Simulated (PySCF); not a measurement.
**Solver options tried on ZnC⁺ (quartet)**

Do solver options change the result for ZnC⁺ (quartet), or only the number of cycles?

Program: PySCF 2.14.0. Level of theory: method and basis as typed in the scripts. These are calculated values, not measurements.

4 further runs of the same task are left out: 4 that didn't finish.

**1. Starting geometry**

ZnC⁺ (quartet): 2 atoms, charge 1, spin multiplicity 4.

Bond lengths: Zn1–C2 2.100 Å.

**2. The base run**

Contents of input.py:

```python
from pyscf import gto, dft

mol = gto.M(
    atom='Zn 0 0 0; C 0 0 2.1',
    basis='def2-svp',
    charge=1,
    spin=3,
    verbose=4,
)
mf = dft.UKS(mol, xc='lda,vwn')
mf.kernel()
mf.stability(internal=True, external=True)
mf.dip_moment()
print('orbital energies (hartree):', [e[max(0, n-3):n+3].round(4) for e, n in zip(mf.mo_energy, mol.nelec)])
```

Run with:

```bash
$ OMP_NUM_THREADS=1 python input.py
```

Its log is not repeated here.

In short: E(SCF) = -1813.375873 Eh, 10 cycles, ⟨S²⟩ = 3.753, internal stable; real -> complex stable; UHF/UKS -> GHF/GKS unstable.

The bond length is a typed value, not an optimised one. The dipole of an ion depends on the origin. The quartet is typed in the script; nothing here shows that it is the ground state.

**3. Second-order solver on**

Edit 1 changes second-order solver: off → on.

Contents of input.py:

```python
from pyscf import gto, dft

mol = gto.M(
    atom='Zn 0 0 0; C 0 0 2.1',
    basis='def2-svp',
    charge=1,
    spin=3,
    verbose=4,
)
mf = dft.UKS(mol, xc='lda,vwn')
mf = mf.newton()
mf.kernel()
mf.stability(internal=True, external=True)
mf.dip_moment()
print('orbital energies (hartree):', [e[max(0, n-3):n+3].round(4) for e, n in zip(mf.mo_energy, mol.nelec)])
```

Run with:

```bash
$ OMP_NUM_THREADS=1 python input.py
```

**4. Initial guess 1e**

Edit 2 changes initial guess: minao → 1e.

Changes to input.py since step 2:

```diff
@@ -10,2 +10,3 @@
 mf = dft.UKS(mol, xc='lda,vwn')
+mf.init_guess = '1e'
 mf.kernel()
```

**5. Damping 0.2**

Edit 3 changes damping: none → 0.2.

Changes to input.py since step 2:

```diff
@@ -10,2 +10,4 @@
 mf = dft.UKS(mol, xc='lda,vwn')
+mf.damp = 0.2
+mf.diis_start_cycle = 8
 mf.kernel()
```

**6. DIIS space 12**

Edit 4 changes DIIS space: default → 12.

Changes to input.py since step 2:

```diff
@@ -10,2 +10,3 @@
 mf = dft.UKS(mol, xc='lda,vwn')
+mf.diis_space = 12
 mf.kernel()
```

Before running it: what results should come out? Wanted: for each run, E(SCF); from base; gap, α spin; after the SCF.

The runs gave:

| run | E(SCF) (hartree) | from base (eV) | cycles | gap, α spin (eV) | after the SCF |
| --- | --- | --- | --- | --- | --- |
| base | -1813.375873 | 0 | 10 | 0.59 | unstable: UHF/UKS -> GHF/GKS |
| second-order solver on | -1813.375873 | 0.0000 | 3 macro | 0.59 | unstable: UHF/UKS -> GHF/GKS |
| initial guess 1e | -1813.375873 | 0.0000 | 34 | 0.59 | unstable: UHF/UKS -> GHF/GKS |
| damping 0.2 | -1813.375873 | 0.0000 | 22 | 0.59 | unstable: UHF/UKS -> GHF/GKS |
| DIIS space 12 | -1813.375873 | 0.0000 | 10 | 0.59 | unstable: UHF/UKS -> GHF/GKS |

Distance from each run's final energy (log10 hartree) by cycle:

| run | cycle 1 | cycle 2 | cycle 3 | cycle 5 | cycle 8 | cycle 12 |
| --- | --- | --- | --- | --- | --- | --- |
| base | -1.0 | -0.5 | -1.2 | -3.3 | -8.1 | done |
| second-order solver on | -2.9 | -9.4 | < -11 | done | done | done |
| initial guess 1e | 2.3 | 2.0 | 2.3 | 2.2 | 2.1 | 2.0 |
| damping 0.2 | -1.0 | -0.6 | 0.8 | 1.8 | 1.1 | -1.2 |
| DIIS space 12 | -1.0 | -0.5 | -1.2 | -3.3 | -8.1 | done |

What this shows: No change of the SCF energy comes from second-order solver on or initial guess 1e or damping 0.2 or DIIS space 12. The base needs 10 cycles and the run with initial guess 1e needs 34.
